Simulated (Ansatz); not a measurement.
# SiBr radical: one species, many methods

An exercise on one series of results from a longer session: the logs are not shown, and one member is left open.

The runs use Ansatz 0.2.0, Gaussian basis; functionals in def2-TZVPP, the program's frozen cores in correlated methods.

The runs, in order: LDA (SPW92), PBE-D4, revPBE-D4, BLYP-D4, r2SCAN-D4, B97M-V, PBE0-D4, B3LYP-D4, r2SCANh-D4, r2SCAN0-D4, HSE06-D4, BHLYP-D4, CAM-B3LYP-D4, LC-ωPBE, ωB97X-V, ωB97M-V, B2PLYP, PBE-QIDH; CCSD(T)/def2-SVP; CCSD(T)/def2-TZVPP; CCSD(T)/def2-QZVPP; extrapolation to the limit; RPA on PBE.

**Structure used throughout**

All runs share one geometry, relaxed beforehand with PBE0-D4 in a triple-zeta def2 set.

2 atoms, charge 0, spin multiplicity 2.

Atoms are counted from 1 here; the program's logs count them from 0.

Bond lengths: Si1–Br2 2.231 Å.

The first run:

The input, in.yaml:

```yaml
crystal:
  periodic: [false, false, false]
  atoms:
    - {symbol: Si, position_ang: [-0.000000, -0.000000, 0.055634]}
    - {symbol: Br, position_ang: [0.000000, 0.000000, 2.286986]}
basis:
  gaussian: {orbitals: def2-TZVPP}
magnetization: {spin_polarized: true, initial_magnetization: 1}
hamiltonian: {xc: lda}
output: {orbitals: {seedname: orbitals}}
```

The run is started by

```console
$ ansatz run in.yaml --threads 4 --pin off --events-out ev --progress --plain --max-ram 10444MiB
```

Steps of the session up to this table: LDA; PBE-D4 (GGA); revPBE-D4 (GGA); BLYP-D4 (GGA); r2SCAN-D4 (meta-GGA); B97M-V (meta-GGA); B3LYP-D4 (hybrid); r2SCANh-D4 (hybrid); r2SCAN0-D4 (hybrid); HSE06-D4 (hybrid); BHLYP-D4 (hybrid); CAM-B3LYP-D4 (range-separated); LC-ωPBE (range-separated); ωB97X-V (range-separated); ωB97M-V (range-separated); B2PLYP (double hybrid); PBE-QIDH (double hybrid).

One table of the session follows, with a row left open; its other results are not shown here.

It belongs to the step «Frontier levels by functional». 

```
  functional  HOMO (eV)  LUMO (eV)  gap (eV)
 LDA (SPW92)      -4.13      -4.14     -0.01
      PBE-D4      -4.17      -3.95      0.22
   revPBE-D4      -4.16      -3.89      0.27
     BLYP-D4      -3.93      -3.73      0.20
   r2SCAN-D4      -4.50      -3.83      0.67
      B97M-V      -4.17      -3.85      0.32
     PBE0-D4      -5.26      -3.14      2.11
    B3LYP-D4      -4.95      -3.26      1.69
  r2SCANh-D4      -4.90      -3.52      1.38
  r2SCAN0-D4      -5.49      -3.06      2.43
    HSE06-D4      -4.86      -3.52      1.34
    BHLYP-D4      -6.11      -2.14      3.97
CAM-B3LYP-D4      -6.41      -1.97      4.44
     LC-ωPBE          ?          ?         ?
     ωB97X-V      -7.35      -0.98      6.36
     ωB97M-V      -6.88      -1.12      5.76
```

Q: Estimate the row for LC-ωPBE from the others.

The run gave: HOMO (eV): -7.87; LUMO (eV): -0.96; gap (eV): 6.91. In the column «HOMO (eV)» it is the lowest.

Caveats from the session: A negative gap means that an empty level lies below a filled one: whole occupations of an open shell aren't an aufbau state there.
